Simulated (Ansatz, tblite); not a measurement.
# The cluster Cd₄Te₄H₁₄: a ladder of methods and basis sets

Aim: run the singlet of the cluster Cd₄Te₄H₁₄ at one geometry on many levels, and compare frontier levels, spin and run time.

Computed with Ansatz 0.2.0, Gaussian basis. Level: as each input shows.

Levels to be run: GFN1-xTB, GFN2-xTB, PBE-D4/def2-TZVP, r2SCAN-D4/def2-TZVP, PBE-D4/def2-SVP, PBE0-D4/def2-SVP.

1 further run of the same task is left out (set aside as unsound or not needed).

**1. The structure**

The singlet was relaxed beforehand with PBE-D4/def2-SVP, loosely relaxed.

22 atoms, charge 0, spin multiplicity 1.

Bond lengths: Cd1–Te4 3.045 Å, Cd1–H9 1.690 Å, Cd1–H19 1.832 Å, Te2–Cd6 3.165 Å, Te2–H11 1.679 Å, Te2–H12 1.697 Å, Cd3–Cd7 3.194 Å, Cd3–H13 1.690 Å, Cd3–H14 1.726 Å, Te4–Cd7 3.027 Å, Te4–H15 1.683 Å, Te5–Cd6 3.064 Å, Te5–H16 1.698 Å, Te5–H17 1.703 Å, Cd6–Te8 2.832 Å, Cd6–H18 1.713 Å, Cd7–Te8 2.883 Å, Cd7–H19 1.924 Å and more. Angles: Te4–Cd1–H9 117.5°, Te4–Cd1–H19 96.3°, H9–Cd1–H19 146.3°, Cd6–Te2–H11 91.1°, Cd6–Te2–H12 88.6°, H11–Te2–H12 89.7°, Cd7–Cd3–H13 115.0°, Cd7–Cd3–H14 78.0°, H13–Cd3–H14 166.9°, Cd1–Te4–Cd7 60.3°, Cd1–Te4–H15 90.3°, Cd7–Te4–H15 105.2°, Cd6–Te5–H16 89.8°, Cd6–Te5–H17 90.5°, H16–Te5–H17 87.4°, Te2–Cd6–Te5 95.6°, Te2–Cd6–Te8 106.2°, Te2–Cd6–H18 102.3° and more.

Cd, Te take a core potential in the def2 sets. No spin-orbit coupling is included.

PBE0-D4/def2-TZVP was run before; its log isn't repeated, and its numbers join the tables.

**2. GFN1-xTB**

Tight binding, by tblite at 300 K electronic temperature and without a spin-polarisation term:

```python
tblite.interface.Calculator('GFN1-xTB', numbers, positions, charge=0, uhf=0).singlepoint()
```

Energy -709.7827 eV, HOMO -9.37 eV, LUMO -6.08 eV; 0.035 s.

**3. GFN2-xTB**

Tight binding, by tblite at 300 K electronic temperature and without a spin-polarisation term:

```python
tblite.interface.Calculator('GFN2-xTB', numbers, positions, charge=0, uhf=0).singlepoint()
```

Energy -595.1446 eV, HOMO -10.00 eV, LUMO -6.94 eV; 0.026 s.

**4. PBE-D4/def2-TZVP**

start.molden holds the orbitals of an earlier run on this state, given as this run's starting guess.

Input file in.yaml:

```yaml
crystal:
  periodic: [false, false, false]
  atoms:
    - {symbol: Cd, position_ang: [-2.305006, 0.423826, -2.220284]}
    - {symbol: Te, position_ang: [-2.212398, -1.185059, 1.511820]}
    - {symbol: Cd, position_ang: [3.276544, -0.064667, -2.022589]}
    - {symbol: Te, position_ang: [0.009085, -1.361000, -1.364129]}
    - {symbol: Te, position_ang: [2.369035, -1.725265, 1.386972]}
    - {symbol: Cd, position_ang: [0.385248, 0.315521, 2.521017]}
    - {symbol: Cd, position_ang: [0.521173, 1.551514, -2.011220]}
    - {symbol: Te, position_ang: [0.820901, 2.449872, 0.711329]}
    - {symbol: H, position_ang: [-3.842815, -0.273304, -2.289853]}
    - {symbol: H, position_ang: [-3.571444, 1.821046, 0.390630]}
    - {symbol: H, position_ang: [-1.517707, -2.677892, 1.839238]}
    - {symbol: H, position_ang: [-2.813207, -1.125251, 3.097498]}
    - {symbol: H, position_ang: [3.629846, -0.866576, -3.467961]}
    - {symbol: H, position_ang: [3.234747, 0.564426, -0.415461]}
    - {symbol: H, position_ang: [-0.031671, -2.143251, -2.853634]}
    - {symbol: H, position_ang: [1.485777, -2.979351, 2.114467]}
    - {symbol: H, position_ang: [3.289029, -1.648325, 2.818563]}
    - {symbol: H, position_ang: [0.253125, 0.167515, 4.222035]}
    - {symbol: H, position_ang: [-1.307185, 1.941272, -2.464296]}
    - {symbol: H, position_ang: [1.917873, 1.667955, -3.036101]}
    - {symbol: H, position_ang: [-2.865648, 2.074125, 0.565936]}
    - {symbol: H, position_ang: [-0.725293, 3.072881, 0.966063]}
basis:
  gaussian: {orbitals: def2-TZVP, fitting: {mean_field: def2-universal-jkfit}, initial_orbitals: start.molden}
hamiltonian: {xc: pbe, dispersion: d4}
scf: {omitted_lower_state_checks: [starts]}
output: {forces: true, orbitals: {seedname: orbitals}}
```

The run is started by

```bash
$ ansatz run in.yaml --threads 2 --pin off --events-out ev --progress --plain --max-ram 31744MiB --backend cuda --devices 0, --max-vram 18GiB
```

Further steps of the session: r2SCAN-D4/def2-TZVP; PBE-D4/def2-SVP; PBE0-D4/def2-SVP.

Before running them: what should the planned runs give, taken together? Wanted: gap in def2-TZVP, named functionals, smallest and largest; binding an atom, functionals in def2-TZVP; PBE0 total energy, smallest basis above largest.

The runs gave:

```
                                                 quantity                                  value
gap in def2-TZVP, named functionals, smallest and largest    3.27 eV (PBE-D4), 4.96 eV (PBE0-D4)
                binding an atom, functionals in def2-TZVP  1.82 (PBE0-D4) to 1.85 eV (r2SCAN-D4)
          PBE0 total energy, smallest basis above largest          5.84 eV (def2-SVP, def2-TZVP)
```

What this shows: Over the named functionals in def2-TZVP the gap runs from 3.27 eV (PBE-D4) to 4.96 eV (PBE0-D4); exact exchange widens it.
